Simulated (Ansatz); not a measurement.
# Sn: a listed cell, distorted in several ways

Aim: see how energy, forces, stress and gap of Sn answer to swapped elements, distortions that keep the symmetry. Nothing is relaxed unless a step says so.

Computed with Ansatz 0.2.0 (DFT PBEsol, scalar-relativistic, plane waves, PAW, unless a step's input says otherwise).

## 1. The system as given

Symmetry: I4_1/amd, No. 141, tetragonal system. The conventional cell has a = 5.880 Å, b = 5.880 Å, c = 3.199 Å, α = 90.00°, β = 90.00°, γ = 90.00°. Sn (site symmetry -4m2) is surrounded by 6 Sn at 3.05 to 3.20 Å.

Coordinates:

```
CELL_PARAMETERS angstrom
-2.94014 2.94014 1.59930
2.94014 -2.94014 1.59930
2.94014 2.94014 -1.59930
ATOMIC_POSITIONS crystal
Sn 0.75000 0.25000 0.50000
Sn 0.00000 0.00000 0.00000
```

The structure comes from the Materials Project (structure only).

## 2. A distortion that keeps the symmetry

Against the listed cell: strain xx, yy, zz, yz, xz, xy = +4.1, +4.1, -1.9, +0.0, +0.0, +0.0 %.

Contents of input.yaml:

```yaml
crystal:
  lattice:
    - [-3.0613036435, 3.0613036435, 1.5692511045]
    - [3.0613036435, -3.0613036435, 1.5692511045]
    - [3.0613036435, 3.0613036435, -1.5692511045]
  atoms:
    - { symbol: Sn, position: [0.75, 0.25, 0.5] }
    - { symbol: Sn, position: [0.0, 0.0, 0.0] }
basis:
  ecutwfc: 420
kpoints:
  mp_grid: { grid: [14, 14, 14] }
hamiltonian:
  xc: pbesol
scf:
  occupations: { method: gaussian, width: 0.1 }
output:
  forces: true
  stress: true
  eigenvalues: true
  populations: true
```

## 3. Substitution of an element, cell strained: Sn → Pb, first probe

Contents of input.yaml:

```yaml
crystal:
  lattice:
    - [-3.1205755636, 3.1205755636, 1.6974504386]
    - [3.1205755636, -3.1205755636, 1.6974504386]
    - [3.1205755636, 3.1205755636, -1.6974504386]
  atoms:
    - { symbol: Pb, position: [0.75, 0.25, 0.5] }
    - { symbol: Pb, position: [0.0, 0.0, 0.0] }
basis:
  ecutwfc: 420
kpoints:
  mp_grid: { grid: [6, 6, 6] }
hamiltonian:
  xc: pbesol
scf:
  occupations: { method: gaussian, width: 0.1 }
output:
  forces: true
  stress: true
  eigenvalues: true
```

## 4. Substitution of an element, cell strained: Sn → Pb

Edit input.yaml of step 3 so:

```diff
@@ -11,3 +11,3 @@
 kpoints:
-  mp_grid: { grid: [6, 6, 6] }
+  mp_grid: { grid: [14, 14, 14] }
 hamiltonian:
```

Q: Predict the outcome of this session. Wanted: for each run, case; energy; pressure; largest force.

The runs gave:

```
step                                                case  energy (meV/atom)  pressure (GPa)  largest force (eV/Å)  gap on the mesh (eV)
   2                a distortion that keeps the symmetry               +0.0            -3.9                  0.00                  0.00
   4  substitution of an element, cell strained: Sn → Pb                n/a            -2.2                  0.00                  0.00
```

Energies are counted from step 2, with the smearing taken to zero. Other atoms or functionals have another zero of energy (n/a). A gap of 0.00 means none on the mesh at this level.

**Reading.** Spin-orbit coupling is left out for Pb.
